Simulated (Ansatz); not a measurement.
# TaSi5: the cost of one run

Computed with Ansatz 0.2.0 (DFT PBE, scalar-relativistic, plane waves, PAW, unless a step's input says otherwise).

### 1 Starting point

Symmetry: P-6m2, No. 187, hexagonal system. Conventional cell: a = 2.984 Å, b = 2.984 Å, c = 15.079 Å, α = 90.00°, β = 90.00°, γ = 120.00°. Ta (site symmetry -6m2) is surrounded by 6 Ta at 2.98 Å and 6 Si at 3.03 Å. Around Si (site symmetry 3m) lie 9 Si at 2.98 to 3.06 Å and 3 Ta at 3.03 Å. Si (site symmetry 3m) has 12 Si at 2.98 to 3.06 Å in its first shell of neighbours. Si (site symmetry -6m2) is surrounded by 12 Si at 2.98 to 3.06 Å.

Coordinates:

```
Ta Si
1.0
     2.98400    0.00000    0.00000
    -1.49200    2.58422    0.00000
     0.00000    0.00000   15.07904
Ta Si
1 5
Direct
  0.00000 0.00000 0.00000
  0.66667 0.33333 0.83495
  0.00000 0.00000 0.66732
  0.66667 0.33333 0.50000
  0.00000 0.00000 0.33268
  0.66667 0.33333 0.16505
```

Recipe of the guess: species swapped into a database cell of Mg5Cd (P-6m2, No. 187), with Si on the Mg sites and Ta on the Cd sites. Lengths come from tabulated atomic sizes and are only a guess.

### 2 The guess as it stands, on a coarse mesh

The input, input.yaml:

```yaml
crystal:
  lattice:
    - [2.98400382, 0.0, 0.0]
    - [-1.49200191, 2.58422311, 0.0]
    - [0.0, 0.0, 15.07903855]
  atoms:
    - { symbol: Ta, position: [0.0, 0.0, 0.0] }
    - { symbol: Si, position: [0.66666667, 0.33333333, 0.834952] }
    - { symbol: Si, position: [0.0, 0.0, 0.66732103] }
    - { symbol: Si, position: [0.66666667, 0.33333333, 0.5] }
    - { symbol: Si, position: [0.0, 0.0, 0.33267897] }
    - { symbol: Si, position: [0.66666667, 0.33333333, 0.165048] }
basis:
  ecutwfc: 420
kpoints:
  mp_grid: { grid: [6, 6, 1] }
hamiltonian:
  xc: pbe
scf:
  occupations: { method: gaussian, width: 0.1 }
  lower_state_search: "off"
output:
  forces: true
  stress: true
  eigenvalues: true
```

Started as:

```console
> ansatz run input.yaml --threads 1 --pin off --max-ram 2560MiB --backend cpu --events-out ev --progress --plain --runs-dir out
```

What time and memory should one allow on 1 thread of Arm Neoverse V1, shared host?

About 2.1 s, with a peak of 0.3 GiB.
